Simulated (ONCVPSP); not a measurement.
# Pseudopotential generation for chlorine: ONCV, PBEsol

Aim: build the potential from the settings below, then test how well it stands in for the atom: other configurations, scattering, ghost states and the plane-wave cutoff that it needs.

Program: ONCVPSP 4.0.1.1 (patched build). Reference atom: PBEsol, scalar-relativistic, spherical and spin-unpolarised. All values are calculated.

**1. The design**

Typed settings, in words:

| Item | Value |
| --- | --- |
| element | chlorine (Cl, Z = 17) |
| type | optimised norm-conserving Vanderbilt (ONCV) |
| frozen core | [Ne] |
| valence charge | 7 |
| reference configuration | 3s2 3p4 (charge +1) |
| partial waves | 3s: rc 1.30 bohr, ncon 4, nbas 9, qcut 4.2 1/bohr, 2 projectors, debl 1.8 Ha; 3p: rc 1.30 bohr, ncon 4, nbas 7, qcut 6.2 1/bohr, 3 projectors, debl 1.7 Ha; d scattering state at 0.22 Ha: rc 1.45 bohr, ncon 4, nbas 7, qcut 6.3 1/bohr, 2 projectors, debl 1.1 Ha |
| local potential | polynomial inside 0.85 bohr (lpopt 4, dvloc0 3 Ha) |
| core correction | Teter function, fcfact 2.75, rcfact 1.45 |

The outer shells as boxes (Hund's rule for the drawing; the calculation is spin-unpolarised):

```
[Ne] core
3s [↑↓]
3p [↑↓][↑ ][↑ ]
```

**2. Generation**

Input file Cl.dat:

```
# ATOM AND REFERENCE CONFIGURATION
# atsym  z   nc   nv     iexc    psfile
  Cl 17.00    3    2  -116133      upf
#
#   n    l    f
    1    0    2.00
    2    0    2.00
    2    1    6.00
    3    0    2.00
    3    1    4.00
#
# PSEUDOPOTENTIAL AND OPTIMIZATION
# lmax
    2
#
#   l,   rc,      ep,       ncon, nbas, qcut
    0    1.30    0.00    4    9    4.20
    1    1.30    0.00    4    7    6.20
    2    1.45    0.22    4    7    6.30
#
# LOCAL POTENTIAL
# lloc, lpopt,  rc(5),   dvloc0
    4    4    0.85    3.00
#
# VANDERBILT-KLEINMAN-BYLANDER PROJECTORs
# l, nproj, debl
    0    2    1.80
    1    3    1.70
    2    2    1.10
#
# MODEL CORE CHARGE
# icmod, fcfact, rcfact
    3    2.75    1.45
#
# LOG DERIVATIVE ANALYSIS
# epsh1, epsh2, depsh
   -3.00    5.00    0.02
#
# OUTPUT GRID
# rlmax, drl
    6.00    0.01
#
# TEST CONFIGURATIONS
# ncnf
    4
# nvcnf
#   n    l    f
    2
    3    0    2.00
    3    1    5.00
#
    2
    3    0    2.00
    3    1    3.00
#
    2
    3    0    2.00
    3    1    2.00
#
    2
    3    0    2.00
    3    1    1.00
#
```

Command:

```
$ oncvpsp.x < Cl.dat > Cl.out
```

Before running it: what results should come out? Wanted: cutoffs for 1 and 0.1 mHa per electron, occupied waves; bound ghosts; GHOST(+) flags; largest test error; largest phase difference near zero energy, channels read; rms error of d²Exc/dn², without and with the model core.

The runs gave:

| quantity | value |
| --- | --- |
| cutoffs for 1 and 0.1 mHa per electron, occupied waves | 90 Ha and 138 Ha |
| bound ghosts | p at -136.05 eV |
| GHOST(+) flags | s at 192 eV, p at 1251 eV |
| largest test error (AE − PS) | +101 meV, for 3s2 3p1 |
| largest phase difference near zero energy, channels read | 0.000 rad |
| rms error of d²Exc/dn², without and with the model core | 2.29 and 0.77 mHa |

**Reading.** A bound ghost (p) makes it unfit for use: electrons can fall into a state that the atom doesn't have. By total energies transferability is fair for so large an energy: the largest error is 101 meV on 115.8 eV, for 3s2 3p1. That test lies far up in energy; among those under 40 eV, nearer to bonding, the largest error is 3.8 meV. By its cutoff, 90 Ha for the looser tolerance, it is very hard. At the looser tolerance the 3s wave is the slowest; 3p needs 13 Ha. Near zero energy the phases of the channels with partial waves agree within 0.001 rad. The program also flags highly localised states, GHOST(+) (s, p). These are tests on the free atom; a crystal test is still owed.
